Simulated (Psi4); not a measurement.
**CH4GaN (SMILES C=[N][GaH2]) at MP2/cc-pVTZ (density fitting, density fitting for correlation, sweep point 8)**

Aim: the energy of CH4GaN. 

The results are computed with Psi4 1.11.

3 further runs of the same task are left out: 3 set aside as unsound or not needed.

### 1 Starting point

The species is CH4GaN (7 atoms), meant as a singlet with charge 0. As SMILES, `C=[N][GaH2]`. The shape is that of a PBE0-D4/def2-TZVP optimisation.

Bond lengths: C1–N2 1.242 Å, N2–Ga3 1.803 Å, C1–H4 1.101 Å, C1–H5 1.101 Å, Ga3–H6 1.556 Å, Ga3–H7 1.556 Å. Angles: C1–N2–Ga3 162.6°, N2–C1–H4 123.4°, N2–C1–H5 121.6°, N2–Ga3–H6 115.6°, N2–Ga3–H7 115.6°, H4–C1–H5 115.0°, H6–Ga3–H7 128.6°.

### 2 The energy at MP2/cc-pVTZ (density fitting, density fitting for correlation, sweep point 8)

File job.dat:

```
memory 1600 mb

molecule molecule1 {
  0 1
  C     -1.119700     0.099100    -0.980300
  N     -0.311300    -0.140700    -0.067900
  Ga     1.142300    -0.099700     0.998500
  H     -0.943900     0.853500    -1.763300
  H     -2.076800    -0.439300    -1.060100
  H      1.040600     0.837400     2.236500
  H      2.268800    -1.110200     0.636700
  symmetry c1
}

set basis cc-pVTZ
set scf_type df
set num_frozen_docc 11
set guess sadno

e = energy('mp2')
```

On the command line:

```bash
$ psi4 -i job.dat -o job.out -n 1
```

**Question.** What will come out? Wanted: total energy; HOMO energy; LUMO energy; HOMO–LUMO gap; correlation energy.

Answer, from the run:

At MP2/cc-pVTZ (density fitting, density fitting for correlation, sweep point 8), 11 core orbitals frozen:

```
                                    quantity           value
                                total energy  -2018.46162 Eh
         HOMO energy (Hartree–Fock orbitals)        -9.65 eV
         LUMO energy (Hartree–Fock orbitals)         1.65 eV
       HOMO–LUMO gap (Hartree–Fock orbitals)        11.30 eV
correlation energy (11 core orbitals frozen)      -529.8 mEh
```
